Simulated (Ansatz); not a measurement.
# BiClF2: a nudged elastic band in two tries

The task is a band of images between two relaxed ends. SMILES of the start: [F][Bi]([F])[Cl].

Program: Ansatz 0.2.0. Level of theory: RKS B3LYP/def2-SVP. These are calculated values, not measurements.

## (1) Starting point

Bond lengths: F1–Bi2 2.033 Å, Bi2–F3 2.033 Å, Bi2–Cl4 2.471 Å. Angles: F1–Bi2–F3 95.6°, F1–Bi2–Cl4 98.3°, F3–Bi2–Cl4 98.3°.

As a file:

```xyz
4

F    -0.3824   -0.1089    1.7638
Bi   -0.2545   -0.7719   -0.1534
F     1.7440   -0.4511   -0.3400
Cl   -1.0516    1.2717   -1.2907
```

## (2) The run

Contents of input.yaml:

```yaml
crystal:
  periodic: [false, false, false]
  atoms:
    - { symbol: F, position_ang: [-0.382414, -0.10888, 1.763811] }
    - { symbol: Bi, position_ang: [-0.254534, -0.771916, -0.153433] }
    - { symbol: F, position_ang: [1.744003, -0.451137, -0.339959] }
    - { symbol: Cl, position_ang: [-1.051555, 1.271733, -1.290719] }
basis:
  gaussian: { orbitals: def2-SVP }
hamiltonian:
  xc: b3lyp
neb:
  order_check: false
  images: 5
  f_tol: 0.05
  max_iterations: 8
  final_atoms:
    - { symbol: F, position_ang: [-0.382414, -0.10888, 1.763811] }
    - { symbol: Bi, position_ang: [-0.254534, -0.771916, -0.153433] }
    - { symbol: F, position_ang: [1.744003, -0.451137, -0.339959] }
    - { symbol: Cl, position_ang: [-1.051555, 1.271733, -1.290719] }
  initial_path: idpp
```

The run is started by

```console
> ansatz run input.yaml --threads 1 --pin off --max-ram 2048MiB --backend cpu --events-out ev --progress --plain --runs-dir out
```

**Question.** What will these runs give? Wanted: first try.

As calculated:

```
 quantity                                                 value
first try                                               refused
    cause  both ends are the same geometry, so there is no path
```

In words: The fault in the first input was caught at the input check and cost nothing.
